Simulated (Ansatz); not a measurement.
**C2H5FSSi: a ladder of functionals and wavefunction methods**

The task here is to estimate one member of a computed series from the others.

Method: functionals in def2-TZVPP, the program's frozen cores in correlated methods; program: Ansatz 0.2.0, Gaussian basis.

The runs, in order: LDA (SPW92), PBE-D4, revPBE-D4, BLYP-D4, r2SCAN-D4, B97M-V, PBE0-D4, B3LYP-D4, r2SCANh-D4, r2SCAN0-D4, HSE06-D4, BHLYP-D4, CAM-B3LYP-D4, LC-ωPBE, ωB97X-V, ωB97M-V, B2PLYP, PBE-QIDH; CCSD(T)/def2-SVP; CCSD(T)/def2-TZVPP; MP2/def2-QZVPP; extrapolation to the limit; RPA on PBE.

## The geometry

The geometry comes from an earlier relaxation with PBE0-D4 in a triple-zeta def2 set; it is a stationary point, not always the lowest conformer.

10 atoms, charge 0, spin multiplicity 1.

Atoms are counted from 1 here; the program's logs count them from 0.

Bond lengths: F1–C2 1.338 Å, C2–S3 1.750 Å, C2–C4 1.327 Å, S3–H6 1.344 Å, C4–Si5 1.857 Å, C4–H7 1.085 Å, Si5–H8 1.483 Å, Si5–H9 1.488 Å, Si5–H10 1.487 Å. Angles: F1–C2–S3 113.1°, F1–C2–C4 121.5°, S3–C2–C4 125.4°, C2–S3–H6 95.5°, C2–C4–Si5 125.0°, C2–C4–H7 115.6°, Si5–C4–H7 119.3°, C4–Si5–H8 111.0°, C4–Si5–H9 110.6°, C4–Si5–H10 108.6°, H8–Si5–H9 109.1°, H8–Si5–H10 109.6°, H9–Si5–H10 107.9°.

The first run:

in.yaml

```yaml
crystal:
  periodic: [false, false, false]
  atoms:
    - {symbol: F, position_ang: [-1.248331, 0.995165, 0.808853]}
    - {symbol: C, position_ang: [-0.102967, 0.345672, 1.049402]}
    - {symbol: S, position_ang: [0.372691, 0.394208, 2.732558]}
    - {symbol: C, position_ang: [0.534495, -0.313112, 0.089676]}
    - {symbol: Si, position_ang: [-0.083991, -0.527580, -1.647913]}
    - {symbol: H, position_ang: [-0.157084, 1.603900, 2.980304]}
    - {symbol: H, position_ang: [1.482991, -0.756293, 0.374795]}
    - {symbol: H, position_ang: [-1.544027, -0.280964, -1.725211]}
    - {symbol: H, position_ang: [0.617145, 0.404241, -2.571659]}
    - {symbol: H, position_ang: [0.212378, -1.916436, -2.087805]}
basis:
  gaussian: {orbitals: def2-TZVPP}
hamiltonian: {xc: lda}
output: {orbitals: {seedname: orbitals}}
```

Steps of the session up to this table: LDA; PBE-D4 (GGA); revPBE-D4 (GGA); BLYP-D4 (GGA); r2SCAN-D4 (meta-GGA); B97M-V (meta-GGA); PBE0-D4 (hybrid); B3LYP-D4 (hybrid); r2SCANh-D4 (hybrid); r2SCAN0-D4 (hybrid); HSE06-D4 (hybrid); BHLYP-D4 (hybrid); CAM-B3LYP-D4 (range-separated); LC-ωPBE (range-separated); ωB97X-V (range-separated); ωB97M-V (range-separated); B2PLYP (double hybrid); PBE-QIDH (double hybrid).

One table of the session follows, with a row left open; its other results are not shown here.

It belongs to the step «Frontier levels by functional». 

| functional | HOMO (eV) | gap (eV) |
| --- | --- | --- |
| LDA (SPW92) | -6.10 | 4.33 |
| PBE-D4 | ? | ? |
| revPBE-D4 | -5.90 | 4.41 |
| BLYP-D4 | -5.79 | 4.37 |
| r2SCAN-D4 | -6.18 | 4.79 |
| B97M-V | -6.27 | 4.87 |
| PBE0-D4 | -7.08 | 6.44 |
| B3LYP-D4 | -6.86 | 6.01 |
| r2SCANh-D4 | -6.60 | 5.54 |
| r2SCAN0-D4 | -7.23 | 6.69 |
| HSE06-D4 | -6.69 | 5.66 |
| BHLYP-D4 | -8.06 | 8.48 |
| CAM-B3LYP-D4 | -8.35 | 8.84 |
| LC-ωPBE | -9.70 | 11.28 |
| ωB97X-V | -9.33 | 10.86 |
| ωB97M-V | -9.20 | 10.62 |

**Question.** Estimate the row for PBE-D4.

The run gave: HOMO (eV): -5.96; gap (eV): 4.39. In the column «HOMO (eV)» it lies between LDA (SPW92) (-6.10) and revPBE-D4 (-5.90).
